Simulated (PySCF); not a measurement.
# Re: excitation energy in x2c-TZVPPall plus 1 even-tempered diffuse shell per l

Aim: the excitation energy of rhenium from differences of total energies, at each level of theory, and how far each lands from the tabulated value where there is one.

The numbers are computed with PySCF 2.14.0 (unrestricted determinants in a Gaussian basis, no spin-orbit coupling in the energies), except any that are marked as measured or tabulated.

## Step 1: Starting point

```
Element                   : rhenium (Z = 75)
Basis                     : x2c-TZVPPall with one added diffuse shell each of s, p, d, f type (12s8p8d4f1g, 113 functions)
Hamiltonian               : scalar relativity by spin-free X2C-1e
State 1                   : Re: [Xe] 4f14 5d7, high-spin 4F determinant (an excited configuration)
Needed too, but not shown : Re [Xe] 4f14 5d5 6s2 (6S)
Methods                   : BLYP, HSE06, PBEsol
```

The outer shells:

Re [Xe] 4f14 5d7
```
[Xe] core
4f [↑↓][↑↓][↑↓][↑↓][↑↓][↑↓][↑↓]
5d [↑↓][↑↓][↑ ][↑ ][↑ ]
```

One driver process ran all states and methods and kept the integrals in memory. Each run is shown as a PySCF script that sums up its settings (the driver passes frozen orbitals as a list and adds second-order terms of double hybrids); the logs are those of the runs themselves. The driver starts from symmetry-adapted Hartree-Fock orbitals, holds the occupation by maximum overlap and uses a logarithmic radial grid for functionals, so a plain start would take other cycles.

The integrals over 113 functions and the set-up took 8.6 s of CPU time.

## Step 2: Re [Xe] 4f14 5d7: the ladder of methods

#### BLYP

input.py reads:

```python
from pyscf import gto, scf, dft, mp, cc
import basis_set_exchange as bse
mol = gto.M(atom="Re 0 0 0", charge=0, spin=3, symmetry="D2h",
            basis=gto.basis.parse(bse.get_basis("x2c-TZVPPall", elements=["Re"], fmt="nwchem", augment_diffuse=1)),
            nucmod="G")
mf = dft.UKS(mol, xc="BLYP").sfx2c1e()
mf.irrep_nelec = {'Ag': (11, 10), 'B1g': (3, 3), 'B2g': (3, 2), 'B3g': (3, 2), 'Au': (1, 1), 'B1u': (6, 6), 'B2u': (6, 6), 'B3u': (6, 6)}
mf.kernel()
```

The program printed:

```text
damping factor = 0
level_shift factor = 0
DIIS = <class 'pyscf.scf.diis.CDIIS'>
diis_start_cycle = 1
diis_space = 10
diis_damp = 0
SCF conv_tol = 1e-09
SCF conv_tol_grad = None
number electrons alpha = 39  beta = 36
XC functionals = BLYP
    A. D. Becke.,  Phys. Rev. A 38, 3098 (1988)
    C. Lee, W. Yang, and R. G. Parr.,  Phys. Rev. B 37, 785 (1988)
    B. Miehlich, A. Savin, H. Stoll, and H. Preuss.,  Chem. Phys. Lett. 157, 200 (1989)
cycle= 1 E= -16694.330050609  delta_E= -0.0116  |g|= 0.434  |ddm|= 0.414
cycle= 2 E= -16694.23675555  delta_E= 0.0933  |g|= 0.788  |ddm|= 0.571
cycle= 3 E= -16694.3614181622  delta_E= -0.125  |g|= 0.0348  |ddm|= 0.412
cycle= 4 E= -16694.3617302018  delta_E= -0.000312  |g|= 0.00734  |ddm|= 0.0274
cycle= 5 E= -16694.3617519383  delta_E= -2.17e-05  |g|= 0.00368  |ddm|= 0.0093
cycle= 6 E= -16694.3617594719  delta_E= -7.53e-06  |g|= 0.000155  |ddm|= 0.00301
cycle= 7 E= -16694.3617594786  delta_E= -6.69e-09  |g|= 1.58e-05  |ddm|= 0.000115
cycle= 8 E= -16694.3617594787  delta_E= -1.31e-10  |g|= 2.85e-06  |ddm|= 1.44e-05
converged SCF energy = -16694.3617594787  <S^2> = 3.7574718  2S+1 = 4.0037342
```

It used 8 s of CPU time after the integrals (shared host).

The occupied shells:

| shell | electrons | mean orbital energy (eV) | spread (eV) | rms radius (bohr) |
| --- | --- | --- | --- | --- |
| 1s β | 1 | -71420.1 | 0 | 0.0204 |
| 1s α | 1 | -71420.1 | 0 | 0.0204 |
| 2s α | 1 | -12381.0 | 0 | 0.0824 |
| 2s β | 1 | -12380.9 | 0 | 0.0824 |
| 2p α | 3 | -10845.2 | 0 | 0.0750 |
| 2p β | 3 | -10845.1 | 0 | 0.0750 |
| 3s α | 1 | -2865.0 | 0 | 0.211 |
| 3s β | 1 | -2864.9 | 0 | 0.211 |
| 3p α | 3 | -2409.7 | 0 | 0.212 |
| 3p β | 3 | -2409.6 | 0 | 0.212 |
| 3d α | 5 | -1874.8 | 0.058 | 0.194 |
| 3d β | 5 | -1874.7 | 0.006 | 0.194 |
| 4s α | 1 | -594.48 | 0 | 0.468 |
| 4s β | 1 | -594.36 | 0 | 0.468 |
| 4p α | 3 | -444.23 | 0 | 0.499 |
| 4p β | 3 | -444.12 | 0 | 0.499 |
| 4d α | 5 | -250.94 | 0.156 | 0.538 |
| 4d β | 5 | -250.81 | 0.057 | 0.538 |
| 5s α | 1 | -81.368 | 0 | 1.10 |
| 5s β | 1 | -80.319 | 0 | 1.10 |
| 5p α | 3 | -43.952 | 0.000 | 1.30 |
| 5p β | 3 | -42.583 | 0.000 | 1.30 |
| 4f α | 7 | -38.543 | 0.243 | 0.650 |
| 4f β | 7 | -38.300 | 0.038 | 0.650 |
| 5d α | 5 | -3.409 | 0.504 | 2.42 |
| 5d β | 2 | -2.358 | 0.001 | 2.42 |

⟨S²⟩ = 3.757, ⟨L²⟩ = 12.02.

Spin-orbit coupling, absent here, splits the open shell strongly.

#### HSE06

input.py differs from the last one in:

```diff
@@ -5,3 +5,3 @@
             nucmod="G")
-mf = dft.UKS(mol, xc="BLYP").sfx2c1e()
+mf = dft.UKS(mol, xc="HSE06").sfx2c1e()
 mf.irrep_nelec = {'Ag': (11, 10), 'B1g': (3, 3), 'B2g': (3, 2), 'B3g': (3, 2), 'Au': (1, 1), 'B1u': (6, 6), 'B2u': (6, 6), 'B3u': (6, 6)}
```

The program printed:

```text
damping factor = 0
level_shift factor = 0
DIIS = <class 'pyscf.scf.diis.CDIIS'>
diis_start_cycle = 1
diis_space = 10
diis_damp = 0
SCF conv_tol = 1e-09
SCF conv_tol_grad = None
number electrons alpha = 39  beta = 36
XC functionals = HSE06
    J. Heyd, G. E. Scuseria, and M. Ernzerhof.,  J. Chem. Phys. 118, 8207 (2003)
    J. Heyd, G. E. Scuseria, and M. Ernzerhof.,  J. Chem. Phys. 124, 219906 (2006)
    A. V. Krukau, O. A. Vydrov, A. F. Izmaylov, and G. E. Scuseria.,  J. Chem. Phys. 125, 224106 (2006)
cycle= 1 E= -16692.9222171228  delta_E= -0.0157  |g|= 0.238  |ddm|= 0.252
cycle= 2 E= -16692.9104714484  delta_E= 0.0117  |g|= 0.336  |ddm|= 0.248
cycle= 3 E= -16692.9284014896  delta_E= -0.0179  |g|= 0.0322  |ddm|= 0.172
cycle= 4 E= -16692.9287609405  delta_E= -0.000359  |g|= 0.00336  |ddm|= 0.0253
cycle= 5 E= -16692.9287782119  delta_E= -1.73e-05  |g|= 0.00159  |ddm|= 0.0161
cycle= 6 E= -16692.9287805292  delta_E= -2.32e-06  |g|= 0.00153  |ddm|= 0.0242
cycle= 7 E= -16692.9287679374  delta_E= 1.26e-05  |g|= 0.000202  |ddm|= 0.0129
cycle= 8 E= -16692.9288263492  delta_E= -5.84e-05  |g|= 0.00351  |ddm|= 0.0419
cycle= 9 E= -16692.9287678758  delta_E= 5.85e-05  |g|= 1.64e-05  |ddm|= 0.0435
cycle= 10 E= -16692.9287678756  delta_E= 1.75e-10  |g|= 1.23e-05  |ddm|= 6.84e-05
converged SCF energy = -16692.9287678756  <S^2> = 3.7574845  2S+1 = 4.0037405
```

CPU time 24 s on a shared host, the integrals not counted.

#### PBEsol

input.py differs from the last one in:

```diff
@@ -5,3 +5,3 @@
             nucmod="G")
-mf = dft.UKS(mol, xc="HSE06").sfx2c1e()
+mf = dft.UKS(mol, xc="PBEsol").sfx2c1e()
 mf.irrep_nelec = {'Ag': (11, 10), 'B1g': (3, 3), 'B2g': (3, 2), 'B3g': (3, 2), 'Au': (1, 1), 'B1u': (6, 6), 'B2u': (6, 6), 'B3u': (6, 6)}
```

The program printed:

```text
damping factor = 0
level_shift factor = 0
DIIS = <class 'pyscf.scf.diis.CDIIS'>
diis_start_cycle = 1
diis_space = 10
diis_damp = 0
SCF conv_tol = 1e-09
SCF conv_tol_grad = None
number electrons alpha = 39  beta = 36
XC functionals = PBEsol
    J. P. Perdew, A. Ruzsinszky, G. I. Csonka, O. A. Vydrov, G. E. Scuseria, L. A. Constantin, X. Zhou, and K. Burke.,  Phys. Rev. Lett. 100, 136406 (2008)
    J. P. Perdew, A. Ruzsinszky, G. I. Csonka, O. A. Vydrov, G. E. Scuseria, L. A. Constantin, X. Zhou, and K. Burke.,  Phys. Rev. Lett. 100, 136406 (2008)
cycle= 1 E= -16688.1444338155  delta_E= -0.021  |g|= 0.403  |ddm|= 0.379
cycle= 2 E= -16688.0873330167  delta_E= 0.0571  |g|= 0.665  |ddm|= 0.458
cycle= 3 E= -16688.1638432513  delta_E= -0.0765  |g|= 0.0599  |ddm|= 0.348
cycle= 4 E= -16688.1650609309  delta_E= -0.00122  |g|= 0.0114  |ddm|= 0.0495
cycle= 5 E= -16688.1651339955  delta_E= -7.31e-05  |g|= 0.0025  |ddm|= 0.012
cycle= 6 E= -16688.1651374797  delta_E= -3.48e-06  |g|= 8.64e-05  |ddm|= 0.00221
cycle= 7 E= -16688.1651374854  delta_E= -5.75e-09  |g|= 2.85e-05  |ddm|= 0.000146
cycle= 8 E= -16688.1651374858  delta_E= -4.18e-10  |g|= 1.01e-06  |ddm|= 2.75e-05
converged SCF energy = -16688.1651374858  <S^2> = 3.7566666  2S+1 = 4.0033319
```

It used 7.8 s of CPU time after the integrals (shared host).

Radial density 4πr²ρ of Re at PBEsol, without picture-change correction:

| r (bohr) | density | spin density |
| --- | --- | --- |
| 0.000360 | 3.30 | 0.000 |
| 0.000605 | 6.77 | 0.000 |
| 0.00102 | 13.6 | 0.000 |
| 0.00171 | 26.1 | 0.000 |
| 0.00288 | 47.0 | 0.000 |
| 0.00485 | 75.8 | -0.001 |
| 0.00815 | 101 | -0.001 |
| 0.0137 | 104 | -0.001 |
| 0.0231 | 90.3 | -0.001 |
| 0.0388 | 118 | 0.006 |
| 0.0652 | 133 | 0.061 |
| 0.110 | 108 | 0.137 |
| 0.185 | 116 | 0.002 |
| 0.310 | 66.7 | 0.177 |
| 0.522 | 63.7 | 0.061 |
| 0.878 | 20.8 | 0.548 |
| 1.48 | 9.14 | 1.727 |
| 2.49 | 2.15 | 0.839 |
| 4.18 | 0.387 | 0.127 |
| 7.03 | 0.0224 | 0.001 |
| 11.8 | 0.000226 | 0.000 |

## Step 3: Differences of total energies

Excitation energy: Re [Xe] 4f14 5d5 6s2 (6S) → Re [Xe] 4f14 5d7 (4F).

| method | value (eV) |
| --- | --- |
| UHF | 5.901 |
| BLYP | 4.352 |
| HSE06 | 4.644 |
| PBEsol | 4.553 |

The differences also use runs on Re [Xe] 4f14 5d5 6s2 (6S), which are not shown here. The runs at UHF are not shown; their differences are listed all the same.

## Step 4: Outcome

| quantity | value |
| --- | --- |
| excitation energy, Re → [Xe] 4f14 5d7 | UHF 5.901, PBEsol 4.553 eV |

What this shows: The methods span 1.549 eV, from BLYP (4.352) to UHF (5.901). No reference value is at hand in this session. The basis is finite, and no extrapolation was made.
